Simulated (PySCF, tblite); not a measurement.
# C3H8BrGeN: geometry, infrared bands and NMR shifts

Aim: predict the infrared bands and NMR shifts of C3H8BrGeN (`C=[CH][Ge@H]([Br])[NH]C`).

The runs use tblite 0.8.0 and PySCF 2.14.0, with density-fitted response routines of our own; the level of theory stands in each step. All values are computed, except where a source is named. Atoms count from 0, in the outputs and in this text.

## 1. The starting structure

14 atoms, charge 0, multiplicity 1; geometry from: force field or distance geometry start.

Bonds of the start (Å): C0–C1 1.33, C1–Ge2 1.94, Ge2–Br3 2.32, Ge2–N4 1.87, N4–C5 1.46, C0–H6 1.10, C0–H7 1.09, C1–H8 1.07, Ge2–H9 1.54, N4–H10 1.04, C5–H11 1.11, C5–H12 1.11, C5–H13 1.12.

## 2. Geometry optimisation with GFN2-xTB

What the job is given:

```
{"job": {"kind": "relax", "xc": "GFN2-xTB", "basis": "xTB"}, "charge": 0, "multiplicity": 1}
C     -2.084400     0.756800    -0.054700
C     -1.223700     0.316700    -0.963800
Ge    -0.004000    -1.129000    -0.522300
Br    -1.243400    -3.017700     0.009500
N      1.060900    -0.648400     0.937400
C      1.895400     0.485200     0.547800
H     -2.765300     1.575300    -0.310700
H     -2.137400     0.325500     0.941900
H     -1.173000     0.757800    -1.939900
H      0.877700    -1.431000    -1.749600
H      0.417300    -0.330900     1.690300
H      2.562400     0.202200    -0.292100
H      1.273300     1.364000     0.275100
H      2.543500     0.772900     1.409000
```

On the command line:

```
$ OMP_NUM_THREADS=1 python probes_run.py task.json out
```

One launch serves the whole session: the jobs run in the order shown.

The log of the run:

```text
step      E/eV     max force
  0    -528.71490    0.866
  1    -528.76369    0.480
  2    -528.78888    0.479
  3    -528.80458    0.380
  4    -528.81845    0.346
  5    -528.83398    0.301
  6    -528.84742    0.363
  7    -528.86316    0.431
  8    -528.87638    0.302
  9    -528.88468    0.200
 10    -528.88921    0.167
 11    -528.89291    0.156
 12    -528.89682    0.168
 13    -528.90100    0.186
 14    -528.90487    0.159
 15    -528.90780    0.152
 16    -528.90991    0.133
 17    -528.91195    0.141
 18    -528.91465    0.173
 19    -528.91818    0.188
 20    -528.92201    0.173
 21    -528.92566    0.162
 22    -528.92950    0.197
 23    -528.93421    0.238
 24    -528.93928    0.204
 25    -528.94300    0.173
 26    -528.94498    0.124
 27    -528.94635    0.102
 28    -528.94806    0.111
 29    -528.94999    0.101
 30    -528.95155    0.101
 31    -528.95263    0.120
 32    -528.95358    0.120
 33    -528.95455    0.098
 34    -528.95595    0.084
 35    -528.95684    0.069
 36    -528.95773    0.081
 37    -528.95856    0.082
 38    -528.95961    0.087
 39    -528.96082    0.106
 40    -528.96194    0.090
 41    -528.96268    0.062
 42    -528.96320    0.058
 43    -528.96381    0.064
 44    -528.96458    0.068
 45    -528.96540    0.071
 46    -528.96609    0.056
 47    -528.96667    0.049
 48    -528.96728    0.075
 49    -528.96794    0.093
 50    -528.96876    0.090
 51    -528.96967    0.069
 52    -528.97020    0.066
 53    -528.97112    0.083
 54    -528.97180    0.087
 55    -528.97231    0.058
 56    -528.97258    0.036
 57    -528.97280    0.045
 58    -528.97303    0.061
 59    -528.97330    0.068
 60    -528.97358    0.052
 61    -528.97385    0.039
 62    -528.97413    0.048
 63    -528.97455    0.076
 64    -528.97502    0.084
 65    -528.97546    0.057
 66    -528.97567    0.028
 67    -528.97578    0.028
 68    -528.97587    0.039
 69    -528.97600    0.039
 70    -528.97615    0.024
 71    -528.97622    0.021
 72    -528.97626    0.021
 73    -528.97631    0.020
 74    -528.97639    0.025
 75    -528.97648    0.020
 76    -528.97653    0.017
 77    -528.97656    0.015
 78    -528.97659    0.011
 79    -528.97662    0.013
 80    -528.97665    0.015
 81    -528.97668    0.016
 82    -528.97672    0.017
 83    -528.97679    0.025
 84    -528.97693    0.034
 85    -528.97716    0.046
 86    -528.97746    0.047
 87    -528.97776    0.048
 88    -528.97804    0.045
 89    -528.97838    0.050
 90    -528.97873    0.087
 91    -528.97962    0.180
 92    -528.98062    0.135
 93    -528.97973    0.310
 94    -528.98315    0.183
 95    -528.98436    0.063
 96    -528.98461    0.234
 97    -528.98596    0.068
 98    -528.98650    0.067
 99    -528.98726    0.100
100    -528.98768    0.057
101    -528.98814    0.046
102    -528.98886    0.104
103    -528.98927    0.054
104    -528.98969    0.057
105    -528.99035    0.085
106    -528.99094    0.105
107    -528.99209    0.112
108    -528.99326    0.102
109    -528.99470    0.069
110    -528.99539    0.081
111    -528.99640    0.063
112    -528.99743    0.052
113    -528.99824    0.116
114    -528.99895    0.095
115    -528.99975    0.059
116    -529.00051    0.115
117    -529.00125    0.076
118    -529.00175    0.039
119    -529.00212    0.056
120    -529.00231    0.022
121    -529.00240    0.017
122    -529.00243    0.014
123    -529.00245    0.011
124    -529.00248    0.012
125    -529.00251    0.013
126    -529.00255    0.014
127    -529.00259    0.016
128    -529.00263    0.016
129    -529.00266    0.014
130    -529.00271    0.018
131    -529.00276    0.023
132    -529.00280    0.019
133    -529.00285    0.016
134    -529.00290    0.017
135    -529.00297    0.029
136    -529.00309    0.042
137    -529.00324    0.050
138    -529.00340    0.043
139    -529.00352    0.039
140    -529.00362    0.036
141    -529.00369    0.025
142    -529.00376    0.012
143    -529.00378    0.016
144    -529.00380    0.016
145    -529.00382    0.021
146    -529.00385    0.020
147    -529.00389    0.020
148    -529.00393    0.016
149    -529.00396    0.014
150    -529.00400    0.014
151    -529.00406    0.023
152    -529.00413    0.029
153    -529.00424    0.030
154    -529.00439    0.040
155    -529.00456    0.036
156    -529.00467    0.023
157    -529.00471    0.013
158    -529.00472    0.009
```

Run time: 0.83 s. Hardware: 1 thread of Arm Neoverse V2, shared host.

Step by step: (not every step is listed)

| step | energy from step 0 (eV) | largest force (eV/Å) |
| --- | --- | --- |
| 0 | 0.0000 | 0.8656 |
| 1 | -0.0488 | 0.4799 |
| 2 | -0.0740 | 0.4792 |
| 3 | -0.0897 | 0.3805 |
| 4 | -0.1036 | 0.3460 |
| 5 | -0.1191 | 0.3012 |
| 6 | -0.1325 | 0.3631 |
| 7 | -0.1483 | 0.4310 |
| 8 | -0.1615 | 0.3022 |
| 22 | -0.2146 | 0.1973 |
| 36 | -0.2428 | 0.0811 |
| 50 | -0.2539 | 0.0896 |
| 64 | -0.2601 | 0.0837 |
| 78 | -0.2617 | 0.0112 |
| 92 | -0.2657 | 0.1351 |
| 106 | -0.2760 | 0.1053 |
| 120 | -0.2874 | 0.0221 |
| 134 | -0.2880 | 0.0170 |
| 148 | -0.2890 | 0.0162 |
| 153 | -0.2893 | 0.0297 |
| 154 | -0.2895 | 0.0400 |
| 155 | -0.2897 | 0.0360 |
| 156 | -0.2898 | 0.0229 |
| 157 | -0.2898 | 0.0132 |
| 158 | -0.2898 | 0.0091 |

Distances of close pairs at the start and the end, largest changes first:

| bond | before (Å) | after (Å) | change (Å) |
| --- | --- | --- | --- |
| Ge2–N4 | 1.870 | 1.823 | -0.047 |
| Ge2–Br3 | 2.321 | 2.278 | -0.043 |
| C1–Ge2 | 1.942 | 1.979 | +0.036 |
| N4–H10 | 1.040 | 1.013 | -0.028 |
| C5–H13 | 1.116 | 1.091 | -0.024 |
| Ge2–H9 | 1.541 | 1.521 | -0.020 |
| C5–H11 | 1.109 | 1.090 | -0.020 |
| C0–H6 | 1.095 | 1.080 | -0.015 |

The final coordinates are the input of the step that follows.

## 3. Vibrational analysis with GFN2-xTB

What the job is given:

```
{"job": {"kind": "ir", "xc": "GFN2-xTB", "basis": "xTB"}, "charge": 0, "multiplicity": 1}
C     -2.668516     0.529239    -0.450540
C     -1.407433     0.533433    -0.844955
Ge    -0.093138    -0.870941    -0.380311
Br    -1.227703    -2.595558     0.582391
N      1.198935    -0.493931     0.849251
C      2.301491     0.405275     0.562187
H     -3.353433     1.324390    -0.704493
H     -3.078737    -0.281193     0.134740
H     -1.022830     1.355971    -1.433084
H      0.668095    -1.412645    -1.581007
H      0.880148    -0.379111     1.803404
H      2.629458     0.238963    -0.463580
H      2.037816     1.462739     0.673724
H      3.135167     0.182897     1.230106
```

The log of the run:

```text
mode    cm-1     km/mol
  1      45.4      0.31
  2      73.6      1.06
  3      98.5      1.88
  4     104.8      3.70
  5     139.8      6.29
  6     189.6      7.64
  7     241.3      2.53
  8     294.1     10.94
  9     326.7     23.61
 10     467.0     32.02
 11     490.9     61.40
 12     525.1     81.23
 13     589.3    199.09
 14     634.4     99.88
 15     694.8    121.15
 16     917.9     10.03
 17     982.3     11.08
 18    1017.9     15.74
 19    1052.2     51.52
 20    1098.4     34.84
 21    1118.1     23.23
 22    1232.7     19.33
 23    1325.9     45.70
 24    1401.0      9.83
 25    1423.6      5.66
 26    1486.8      4.81
 27    1501.2      3.72
 28    1651.5      4.35
 29    1837.8    351.22
 30    2907.9     62.53
 31    2980.6     49.06
 32    3001.4     25.91
 33    3032.4     36.98
 34    3061.9     15.63
 35    3085.2     53.06
 36    3385.2     10.33
```

It took 0.37 s on 1 thread of Arm Neoverse V2, shared host.

The strongest bands and the atoms that carry them (share of the mass-weighted mode):

```
cm⁻¹  km/mol                                 atoms
 491    61.4            H10 26 %, N4 23 %, C1 19 %
 525    81.2  C1 41 %, Ge2 15 %, H10 14 %, N4 11 %
 589   199.1  H9 51 %, H10 17 %, N4 15 %, Ge2 10 %
 634    99.9            H9 47 %, H10 25 %, N4 11 %
 695   121.2                               H9 78 %
1838   351.2                               H9 98 %
2908    62.5                              H12 91 %
3085    53.1                      H6 53 %, H7 36 %
```

## 4. Nuclear shieldings: PBE0/pcSseg-1

The job, as its differences from that of step 3:

```diff
@@ -1,2 +1,2 @@
-{"job": {"kind": "ir", "xc": "GFN2-xTB", "basis": "xTB"}, "charge": 0, "multiplicity": 1}
+{"job": {"kind": "nmr", "xc": "PBE0", "basis": "pcSseg-1"}, "charge": 0, "multiplicity": 1}
 C     -2.668516     0.529239    -0.450540
```

Level: GIAO PBE0/pcSseg-1 NMR shielding, non-relativistic, gas phase.

The log of the run:

```text
coarse grid: 55184 points
cycle   1  E = -4823.6795427674  dE = -1.377e+00  |g| = 1.170e+00  |ddm| = 3.549e+00
cycle   2  E = -4823.6261762421  dE =  5.337e-02  |g| = 1.121e+00  |ddm| = 1.207e+00
cycle   3  E = -4823.7702876663  dE = -1.441e-01  |g| = 2.315e-01  |ddm| = 8.495e-01
cycle   4  E = -4823.7782305903  dE = -7.943e-03  |g| = 7.588e-02  |ddm| = 2.013e-01
cycle   5  E = -4823.7793261937  dE = -1.096e-03  |g| = 1.871e-02  |ddm| = 7.171e-02
cycle   6  E = -4823.7793967520  dE = -7.056e-05  |g| = 4.014e-03  |ddm| = 1.645e-02
cycle   7  E = -4823.7793998787  dE = -3.127e-06  |g| = 1.676e-03  |ddm| = 4.155e-03
final grid: 113704 points
cycle   8  E = -4823.7793553537  dE =  1.293e-06  |g| = 2.826e-03  |ddm| = 3.595e-03
cycle   9  E = -4823.7793510439  dE =  4.310e-06  |g| = 4.965e-03  |ddm| = 5.911e-03
cycle  10  E = -4823.7793573723  dE = -6.328e-06  |g| = 1.828e-04  |ddm| = 3.807e-03
cycle  11  E = -4823.7793573806  dE = -8.255e-09  |g| = 3.237e-05  |ddm| = 1.854e-04
cycle  12  E = -4823.7793573808  dE = -2.001e-10  |g| = 7.714e-06  |ddm| = 2.979e-05
converged SCF energy = -4823.7793573808

GIAO shielding tensors (ppm)
atom      isotropic    diamagn.    paramagn.     s11        s22        s33       span
  0 C       44.921     253.246    -208.325    -78.556     42.326    170.992    249.547
  1 C       43.727     261.689    -217.962    -67.568     37.002    161.747    229.314
  2 Ge    1288.901    2754.990   -1466.090   1200.360   1307.642   1358.700    158.340
  3 Br    2772.263    3125.035    -352.772   2505.080   2885.285   2926.424    421.344
  4 N      225.470     325.647    -100.177    186.447    236.458    253.506     67.060
  5 C      152.754     243.154     -90.400    127.681    143.529    187.052     59.372
  6 H       25.108      28.442      -3.333     22.501     24.200     28.625      6.124
  7 H       25.191      31.253      -6.062     21.528     22.665     31.381      9.853
  8 H       25.139      32.581      -7.443     23.224     23.824     28.368      5.143
  9 H       25.921      28.232      -2.311     19.405     20.641     37.718     18.314
 10 H       31.381      34.369      -2.989     21.121     32.380     40.641     19.520
 11 H       29.019      29.207      -0.188     24.650     26.874     35.532     10.882
 12 H       28.729      29.582      -0.854     22.730     26.714     36.743     14.013
 13 H       28.577      27.154       1.423     22.917     26.101     36.712     13.795
```

Wall time 31 s (1 thread of Arm Neoverse V2, shared host); peak memory 0.79 GiB.

The references, computed at this level on geometries of the same kind, shield at (ppm): ¹H TMS 31.72, ¹³C TMS 186.9, ¹⁵N NH3 267.7, ⁷³Ge GeMe4 1331, ⁷⁹Br HBr 2622. Their shielding less the atom's gives the shift. The references are single molecules in the gas phase, so shifts against H2O, NH3, PH3, H3PO4 or CFCl3 are not on the usual liquid scales and can be off by tens of ppm. Atoms listed in one row are averaged.

```
        atoms                                 environment  σ (ppm)  δ (ppm)
           C1                                   alkene CH     43.7    143.2
           C0                        terminal =CH2 carbon     44.9    142.0
           C5                   methyl carbon bonded to N    152.8     34.2
           H6          hydrogen on a terminal =CH2 carbon    25.11     6.61
           H8                    hydrogen on an alkene CH    25.14     6.58
           H7          hydrogen on a terminal =CH2 carbon    25.19     6.53
           H9  hydrogen on a germanium bonded to C, Br, N    25.92     5.80
H11, H12, H13     hydrogen on a methyl carbon bonded to N    28.77     2.94
          H10      hydrogen on a nitrogen bonded to C, Ge    31.38     0.34
          Ge2             germanium bonded to C, Br, N, H     1289       42
          Br3                        bromine bonded to Ge     2772     -150
           N4                 nitrogen bonded to C, Ge, H    225.5     42.3
```

The run also stored atomic charges by several schemes (e):

```csv
atoms,Mulliken,IAO,Hirshfeld,ESP fit
C0,-0.11,-0.27,-0.09,-0.41
C1,-0.53,-0.41,-0.14,-0.10
Ge2,0.95,0.85,0.40,0.24
Br3,-0.38,-0.27,-0.13,-0.17
N4,-0.74,-0.64,-0.25,-0.63
C5,-0.09,-0.30,-0.07,0.03
```

Mayer bond orders: C0–C1 1.97, C1–Ge2 0.84, Ge2–Br3 0.91, Ge2–N4 0.94, N4–C5 0.97.

## 5. Summary of results

| quantity | value |
| --- | --- |
| strongest single infrared mode (GFN2-xTB) | 1838 cm⁻¹, 351 km/mol |
| zero-point energy (GFN2-xTB) | 63.5 kcal/mol |
| ¹³C shifts against TMS (PBE0/pcSseg-1) | 143.2, 142.0, 34.2 ppm |
| ¹H shifts against TMS (PBE0/pcSseg-1, means over atoms taken as alike) | 6.61, 6.58, 6.53, 5.80, 2.94, 0.34 ppm |
| ⁷³Ge shifts against GeMe4 (PBE0/pcSseg-1) | 42 ppm |
| ⁷⁹Br shifts against HBr (PBE0/pcSseg-1) | -150 ppm |
| ¹⁵N shifts against NH3 (PBE0/pcSseg-1) | 42.3 ppm |

In words: Relaxing lowered the energy by 0.290 eV in 158 steps; the close pair that moved most is Ge2–N4, from 1.870 to 1.823 Å. All 36 modes are real, so the xTB geometry is a minimum. The strongest single mode, at 1838 cm⁻¹, moves mainly H9. GFN2-xTB is a fitted tight-binding method: band positions and strengths are rough. Its intensities can rank the bands wrongly. The most deshielded carbon is C1 (alkene CH), at 143.2 ppm: an sp2 carbon of a C=C bond. At PBE0/pcSseg-1: The largest span, 421 ppm, is at Br3, where the paramagnetic term is -353 ppm. Spin-orbit coupling is left out, which matters for shieldings and couplings at and beside the heavy atoms.
